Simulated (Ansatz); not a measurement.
# AlFH4OSi: a ladder of functionals and wavefunction methods

An exercise on one series of results from a longer session: the logs are not shown, and one member is left open.

The runs use Ansatz 0.2.0, Gaussian basis; functionals in def2-TZVPP, the program's frozen cores in correlated methods.

Plan: LDA (SPW92), PBE-D4, revPBE-D4, BLYP-D4, r2SCAN-D4, B97M-V, PBE0-D4, B3LYP-D4, r2SCANh-D4, r2SCAN0-D4, HSE06-D4, BHLYP-D4, CAM-B3LYP-D4, LC-ωPBE, ωB97X-V, ωB97M-V, B2PLYP, PBE-QIDH; CCSD(T)/def2-SVP; CCSD(T)/def2-TZVPP; CCSD(T)/def2-QZVPP; extrapolation to the limit; RPA on PBE.

## Structure used throughout

The geometry comes from an earlier relaxation with PBE0-D4 in a triple-zeta def2 set; it is a stationary point, not always the lowest conformer.

SMILES `[F][AlH][O][SiH3]`, 8 atoms, charge 0, spin multiplicity 1.

Atoms are counted from 1 here; the program's logs count them from 0.

Bond lengths: F1–Al2 1.644 Å, Al2–O3 1.670 Å, Al2–H5 1.562 Å, O3–Si4 1.628 Å, Si4–H6 1.486 Å, Si4–H7 1.486 Å, Si4–H8 1.486 Å. Angles: F1–Al2–O3 119.0°, F1–Al2–H5 119.1°, O3–Al2–H5 121.8°, Al2–O3–Si4 168.5°, O3–Si4–H6 109.6°, O3–Si4–H7 109.6°, O3–Si4–H8 110.6°, H6–Si4–H7 109.1°, H6–Si4–H8 109.0°, H7–Si4–H8 109.0°.

Geometry (Å):

```xyz
8
charge 0, multiplicity 1
F    -1.33638   -2.13909    1.41532
Al   -0.73887   -0.61372    1.55661
O    -0.02095    0.10182    0.22964
Si    0.61374    0.51655   -1.21139
H    -0.85913    0.12643    2.92714
H    -0.32949    1.40992   -1.93322
H     1.89829    1.23358   -1.00127
H     0.86489   -0.69258   -2.03873
```

Set-up of the first run:

The input, in.yaml:

```yaml
crystal:
  periodic: [false, false, false]
  atoms:
    - {symbol: F, position_ang: [-1.336382, -2.139089, 1.415323]}
    - {symbol: Al, position_ang: [-0.738873, -0.613719, 1.556609]}
    - {symbol: O, position_ang: [-0.020950, 0.101820, 0.229635]}
    - {symbol: Si, position_ang: [0.613745, 0.516546, -1.211390]}
    - {symbol: H, position_ang: [-0.859132, 0.126426, 2.927139]}
    - {symbol: H, position_ang: [-0.329494, 1.409921, -1.933223]}
    - {symbol: H, position_ang: [1.898294, 1.233578, -1.001266]}
    - {symbol: H, position_ang: [0.864892, -0.692582, -2.038726]}
basis:
  gaussian: {orbitals: def2-TZVPP}
hamiltonian: {xc: lda}
output: {orbitals: {seedname: orbitals}}
```

On the command line:

```sh
ansatz run in.yaml --threads 2 --pin off --events-out ev --progress --plain --max-ram 22528MiB --backend cpu
```

Steps of the session up to this table: LDA; PBE-D4 (GGA); revPBE-D4 (GGA); BLYP-D4 (GGA); r2SCAN-D4 (meta-GGA); B97M-V (meta-GGA); PBE0-D4 (hybrid); B3LYP-D4 (hybrid); r2SCANh-D4 (hybrid); r2SCAN0-D4 (hybrid); HSE06-D4 (hybrid); BHLYP-D4 (hybrid); CAM-B3LYP-D4 (range-separated); LC-ωPBE (range-separated); ωB97X-V (range-separated); ωB97M-V (range-separated); B2PLYP (double hybrid); PBE-QIDH (double hybrid).

One table of the session follows, with a row left open; its other results are not shown here.

It belongs to the step «Orbital energies across the functionals». 

```
  functional  HOMO (eV)  gap (eV)
 LDA (SPW92)      -7.58      5.91
      PBE-D4      -7.50      6.06
   revPBE-D4      -7.46      6.13
     BLYP-D4      -7.42      6.05
   r2SCAN-D4      -7.85      6.83
      B97M-V      -7.96      6.61
     PBE0-D4      -8.93      8.28
    B3LYP-D4      -8.72      7.82
  r2SCANh-D4      -8.38      7.61
  r2SCAN0-D4      -9.17      8.77
    HSE06-D4          ?         ?
    BHLYP-D4     -10.31     10.36
CAM-B3LYP-D4     -10.37     10.59
     LC-ωPBE     -11.73     13.11
     ωB97X-V     -11.39     12.63
     ωB97M-V     -11.23     12.11
```

Estimate the missing values for HSE06-D4.

As computed: HOMO (eV): -8.53; gap (eV): 7.51. In the column «HOMO (eV)» it lies between B3LYP-D4 (-8.72) and r2SCANh-D4 (-8.38).
